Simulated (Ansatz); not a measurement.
# CH4CdOS: basis-set convergence

One table from this session's results is given with a row withheld; the runs are named, their logs left out.

Computed with Ansatz 0.2.0, Gaussian basis. Level: one geometry, several basis sets.

Plan: PBE0-D4/def2-SVP; ωB97M-V/def2-SVP; PBE0-D4/def2-QZVPP; ωB97M-V/def2-QZVPP; the functionals' def2-TZVPP values are taken from earlier runs.

## Structure used throughout

All runs share one geometry, relaxed beforehand with PBE0-D4 in a triple-zeta def2 set. Cd takes the def2 core potential; no spin-orbit term is included.

SMILES `C[S][Cd][OH]`, 8 atoms, charge 0, spin multiplicity 1.

Atoms are counted from 1 here; the program's logs count them from 0.

Bond lengths: C1–S2 1.822 Å, C1–H5 1.090 Å, C1–H6 1.089 Å, C1–H7 1.089 Å, S2–Cd3 2.318 Å, Cd3–O4 1.971 Å, O4–H8 0.960 Å. Angles: S2–C1–H5 106.0°, S2–C1–H6 112.0°, S2–C1–H7 112.0°, H5–C1–H6 108.3°, H5–C1–H7 108.4°, H6–C1–H7 109.9°, C1–S2–Cd3 103.0°, S2–Cd3–O4 176.4°, Cd3–O4–H8 113.1°.

Set-up of the first run:

Input file in.yaml:

```yaml
crystal:
  periodic: [false, false, false]
  atoms:
    - {symbol: C, position_ang: [-0.022624, 1.711404, -0.386872]}
    - {symbol: S, position_ang: [1.255401, 0.751643, 0.487230]}
    - {symbol: Cd, position_ang: [0.321849, -1.365826, 0.613543]}
    - {symbol: O, position_ang: [-0.496425, -3.144439, 0.839052]}
    - {symbol: H, position_ang: [0.368504, 2.725795, -0.471658]}
    - {symbol: H, position_ang: [-0.205022, 1.329299, -1.390295]}
    - {symbol: H, position_ang: [-0.957013, 1.749475, 0.171174]}
    - {symbol: H, position_ang: [-0.264670, -3.757362, 0.137815]}
basis:
  gaussian: {orbitals: def2-SVP}
hamiltonian: {xc: pbe0, dispersion: d4}
output: {orbitals: {seedname: orbitals}}
```

Command:

```
$ ansatz run in.yaml --threads 4 --pin off --events-out ev --progress --plain --max-ram 10444MiB
```

Among the steps run: PBE0-D4 in def2-SVP; ωB97M-V in def2-SVP; PBE0-D4 in def2-QZVPP; ωB97M-V in def2-QZVPP.

One of the session's tables, all rows but one given; the rest of the session is left out.

It belongs to the step «Density functionals: the series». 

| functional | basis | HOMO (eV) |
| --- | --- | --- |
| PBE0-D4 | def2-SVP | -6.59 |
| PBE0-D4 | def2-TZVPP | -6.74 |
| PBE0-D4 | def2-QZVPP | -6.77 |
| ωB97M-V | def2-SVP | -8.73 |
| ωB97M-V | def2-TZVPP | -8.91 |
| ωB97M-V | def2-QZVPP | ? |

Q: Estimate the row for ωB97M-V, def2-QZVPP from the others.

As computed: HOMO (eV): -8.95. In the column «HOMO (eV)» it is the lowest.
